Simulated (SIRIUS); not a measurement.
# NiMoIrPdW in SIRIUS: convergence with gk cutoff

Crystal: NiMoIrPdW.

```
Ni Mo Pd Ir W
1.0
     4.11705    0.00000    0.00000
    -2.05853    3.56547    0.00000
     0.00000    0.00000    5.44580
Ni Mo Pd Ir W
1 1 1 1 1
Direct
  0.99229 0.99519 0.95688
  0.67949 0.33550 0.95727
  0.67010 0.33714 0.46699
  0.33770 0.67560 0.72219
  0.33196 0.66136 0.23611
```

The cell was built by a generator and needn't be a form met in nature.

The cell isn't the ideal one: atoms moved at random.

| Quantity | Value |
| --- | --- |
| Program | SIRIUS 7.12.0 |
| Task | convergence study |
| Functional | LDA |
| Potentials or basis | all-electron FP-LAPW |
| Cutoff | 72 eV |
| Basis | apw+lo standard |
| k mesh | 3 × 3 × 2 |
| Occupations | fermi-dirac, width 0.05 eV |
| Spin | collinear spin, ferromagnetic start |
| Starting moments | [1.0, 1.0, 0.0, 0.6, 0.0] μB |

These are the settings of the first run; the series varies gk cutoff, with any setting tied to it.

Hardware: 2 threads of Intel(R) Xeon(R) Platinum 8375C CPU @ 2.90GHz (Ice Lake), with other jobs on the host.

```csv
gk cutoff,"energy less the tightest run, at zero smearing (meV/atom)",largest force (eV/Å),SCF cycles,CPU time (s),peak memory (GiB)
2.3 1/bohr,4830.70,0.924,19,610,1.1
2.72 1/bohr,1650.92,0.710,17,750,1.1
3.14 1/bohr,433.02,0.870,17,870,1.1
3.56 1/bohr,116.71,0.831,19,940,1.1
3.98 1/bohr,27.77,0.823,17,980,1.3
4.4 1/bohr,5.11,0.824,16,1100,1.6
4.82 1/bohr,0.00,0.824,17,1500,2
```

Against the tightest run, the largest force stays within 0.005 eV/Å from 3.98 1/bohr on. Not settled before the last step: the energy (to 1 meV/atom). The tightest run that finished is the yardstick and may itself not be fully converged.

Caveat, for the tightest run too: the k mesh is coarse (spacing up to 0.59 Å⁻¹), so the values aren't converged. Spin-orbit coupling is left out, which matters for the levels of Ir, W.
